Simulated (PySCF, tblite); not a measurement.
# C₄H₁₀BN+ (doublet): geometry, infrared bands and EPR parameters

Aim: predict the infrared bands and EPR parameters of C₄H₁₀BN+ (doublet) (`C[NH+]BC1CC1`).

The runs use tblite 0.8.0 and PySCF 2.14.0, with density-fitted response routines of our own; the level of theory stands in each step. All values are computed, except where a source is named. Atoms are numbered from 0 throughout.

**1. Starting geometry**

16 atoms, charge 1, multiplicity 2; geometry from: force field or distance geometry start.

Bonds of the start (Å): C0–N1 1.47, N1–B2 1.51, B2–C3 1.61, C3–C4 1.53, C4–C5 1.52, C5–C3 1.53, C0–H6 1.11, C0–H7 1.12, C0–H8 1.11, N1–H9 1.06, B2–H10 1.18, C3–H11 1.10, C4–H12 1.11, C4–H13 1.11, C5–H14 1.11, C5–H15 1.10.

**2. Optimising the geometry with GFN2-xTB**

Job settings and geometry (Å):

```
{"job": {"kind": "relax", "xc": "GFN2-xTB", "basis": "xTB"}, "charge": 1, "multiplicity": 2}
C      2.668100    -0.003700     0.250500
N      1.309500     0.064100     0.811400
B      0.321400    -0.577400    -0.140100
C     -0.893000     0.302300    -0.733300
C     -1.852800     0.829100     0.335200
C     -2.278000    -0.323100    -0.568400
H      2.975300    -1.050800     0.068200
H      3.383500     0.463300     0.967500
H      2.713100     0.573000    -0.697500
H      1.302900    -0.519300     1.697100
H      0.431200    -1.704700    -0.474900
H     -0.758700     0.955800    -1.602300
H     -1.668600     0.531300     1.391800
H     -2.331000     1.795100     0.063600
H     -2.328100    -1.292000    -0.037500
H     -3.002300    -0.034200    -1.342700
```

Launch:

```bash
> OMP_NUM_THREADS=1 python probes_run.py task.json out
```

The driver reads the jobs from task.json and runs them one after another.

**Question.** This job is followed by: GFN2-xTB harmonic vibrations, gas phase; UKS B3LYP, pcH-1 on B C H N, non-relativistic, mean-field spin-orbit, GIAO. Predict these results of the whole session: strongest single infrared mode (GFN2-xTB); zero-point energy (GFN2-xTB); g(iso) (B3LYP); ⟨S²⟩; largest a(iso) (averaged by class).

**Answer**, as computed:

```
                                 quantity                  value
strongest single infrared mode (GFN2-xTB)  1330 cm⁻¹, 168 km/mol
             zero-point energy (GFN2-xTB)          83.9 kcal/mol
                           g(iso) (B3LYP)                2.00387
                                     ⟨S²⟩     0.762 (exact 0.75)
       largest a(iso) (averaged by class)    1H on H10, 87.5 MHz
```

**Reading.** Relaxing lowered the energy by 1.471 eV in 151 steps; the close pair that moved most is N1–B2, from 1.514 to 1.389 Å. No mode is imaginary among the 42: a minimum at this level. The strongest single mode, at 1330 cm⁻¹, is spread over several atoms, H9, N1, H8, H7 among them. Unscaled tight-binding wavenumbers are off by several per cent, some by more. Its intensities can rank the bands wrongly. N1 carries the largest spin population, 0.51 e. The isotropic g lies 1.6 ppt above the free-electron value. The conformer search found further structures of the same energy, which may be mirror or relabelled copies of this one.
